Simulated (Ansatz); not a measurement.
# Ga: properties at the relaxed cell

The task here is to estimate one member of a computed series from the others.

Method: DFT PBEsol, scalar-relativistic, plane waves, PAW, in Ansatz 0.2.0.

## The system as given

It takes space group Cmce (No. 64, orthorhombic). The conventional cell has a = 4.471 Å, b = 7.594 Å, c = 4.492 Å, α = 90.00°, β = 90.00°, γ = 90.00°. Ga (site symmetry m) is surrounded by 7 Ga at 2.48 to 2.76 Å.

Coordinates:

```
Ga
1.0
     2.23530   -3.79682    0.00000
     2.23530    3.79682    0.00000
     0.00000    0.00000    4.49223
Ga
4
Cartesian
  2.2353 -2.6122 0.3737
  2.2353 -1.1846 2.6198
  2.2353 2.6122 4.1185
  2.2353 1.1846 1.8724
```

This cell was relaxed beforehand with the same method: volume 19.06 Å³/atom, gap on the mesh none (metal).

Set-up of the first run:

Input file input.yaml:

```yaml
crystal:
  lattice:
    - [2.2127206662, -3.7584685831, 0.0]
    - [2.2127206662, 3.7584685831, 0.0]
    - [0.0, 0.0, 4.4468476891]
  atoms:
    - { symbol: Ga, position: [0.8440003183, 0.1559996817, 0.0831894145] }
    - { symbol: Ga, position: [0.6559996817, 0.3440003183, 0.5831894145] }
    - { symbol: Ga, position: [0.1559996817, 0.8440003183, 0.9168105855] }
    - { symbol: Ga, position: [0.3440003183, 0.6559996817, 0.4168105855] }
basis:
  ecutwfc: 420
kpoints:
  mp_grid: { grid: [12, 12, 10] }
hamiltonian:
  xc: pbesol
scf:
  occupations: { method: gaussian, width: 0.1 }
output:
  forces: true
  stress: true
  eigenvalues: true
  write_density: true
  write_potential: true
  elf: true
  volumetric_format: npy
relax:
  adjacent_minimum: "off"
  f_tol: 0.01
  max_steps: 30
  cell: { stress_tol: 0.1, fix: [volume] }
```

Started as:

```sh
$ ansatz run input.yaml --threads 1 --pin off --max-ram 2560MiB --backend cpu --events-out ev --progress --plain --runs-dir out
```

Among the steps run: The cell scaled to 0.97 of its volume; Point at V/V0 = 1.03; The cell scaled to 0.94 of its volume; The cell scaled to 1.06 of its volume; Point at V/V0 = 0.91; Point at V/V0 = 1.10; The cell scaled to 0.88 of its volume.

One of the session's tables, all rows but one given; the rest of the session is left out.

It belongs to the step «Equation of state». 

```
volume (Å³/atom)  energy above the lowest point (meV/atom)  pressure (GPa)
          16.775                                      67.3           10.71
          17.347                                         ?               ?
          17.919                                      14.7            4.40
          18.491                                       3.4            1.99
          19.063                                       0.0            0.00
          19.635                                       3.1           -1.64
          20.207                                      11.5           -3.01
          20.969                                      29.5           -4.47
```

**Question.** Estimate the row for volume (Å³/atom) = 17.347.

Worked estimate for «energy above the lowest point (meV/atom)». A straight line through the neighbours (16.775, 67.3) and (17.919, 14.7) gives 67.3 + (14.7 − 67.3) × (17.347 − 16.775) / (17.919 − 16.775) = 41.0; a parabola fitted to 3 rows on both sides gives 36.0.

The run gave: energy above the lowest point (meV/atom): 35.4; pressure (GPa): 7.28. In «energy above the lowest point (meV/atom)» the line misses by +5.6 and the parabola by +0.6.
